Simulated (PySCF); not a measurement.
# The bond of KAl, level by level

One table from this session's results is given with a row withheld; the runs are named, their logs left out.

Program: PySCF 2.14.0. Level of theory: K pcseg-1, Al pcseg-1, no relativity. These are calculated values, not measurements.

The first run:

The job is set up so:

| Item | Value |
| --- | --- |
| atoms | K, Al |
| charge | 0 |
| basis | K pcseg-1, Al pcseg-1 |
| Hamiltonian | no relativity |
| basis functions | 42 |
| electrons treated | 32 |
| masses in u | 38.9637, 26.9815 |
| levels | PBE0, PBE, r²SCAN, TPSSh, revPBE, r²SCANh, ωB97X, HF, MP2, SCS-MP2, CCSD, CCSD(T) |
| grid | 80 radial by 434 angular points |
| occupations | held fixed by the projection of orbital angular momentum |
| dissociation limit | K + Al, each in its ground configuration |
| starting distance in angstrom | 3.140 |
| values of 2S to try | 0, 2 |

On the command line:

```console
> OMP_NUM_THREADS=1 python dia.py task.json out
```

Among the steps run: Input; The PBE0 curve of the state that the search chose; Excited determinants; PBE (GGA); r²SCAN (meta-GGA); TPSSh; revPBE (GGA); r²SCANh; ωB97X (range-separated hybrid); UHF; MP2 and coupled cluster.

One of the session's tables, all rows but one given; the rest of the session is left out.

Energy (eV) from each level's lowest point:

```
R (Å)    UHF  UHF-MP2  UHF-SCS-MP2  UHF-CCSD  UHF-CCSD(T)
2.908  0.359    0.284        0.292       n/a          n/a
3.043  0.187    0.137        0.141     0.138        0.135
3.178  0.082    0.050        0.053     0.051        0.049
3.280  0.035    0.015        0.017     0.016        0.015
3.381  0.010    0.000        0.001     0.000        0.000
3.482  0.000    0.000        0.000     0.000        0.000
3.618  0.005    0.016        0.015     0.016        0.017
3.787      ?        ?            ?         ?            ?
3.990  0.068    0.104        0.097     0.106        0.112
4.260  0.117    0.171        0.155       n/a          n/a
```

Q: Estimate the row for R (Å) = 3.787 from the others.

Worked estimate for «UHF». A straight line through the neighbours (3.618, 0.005) and (3.990, 0.068) gives 0.005 + (0.068 − 0.005) × (3.787 − 3.618) / (3.990 − 3.618) = 0.034; a parabola fitted to 4 rows on both sides gives 0.032.

**Answer.** UHF: 0.029; UHF-MP2: 0.052; UHF-SCS-MP2: 0.049; UHF-CCSD: 0.052; UHF-CCSD(T): 0.055. In «UHF» the line misses by +0.005 and the parabola by +0.003.

State 2 has its PBE0 minimum 0.14 eV higher. State 4 has its PBE0 minimum 0.47 eV higher. The other levels ran on the lowest alone.
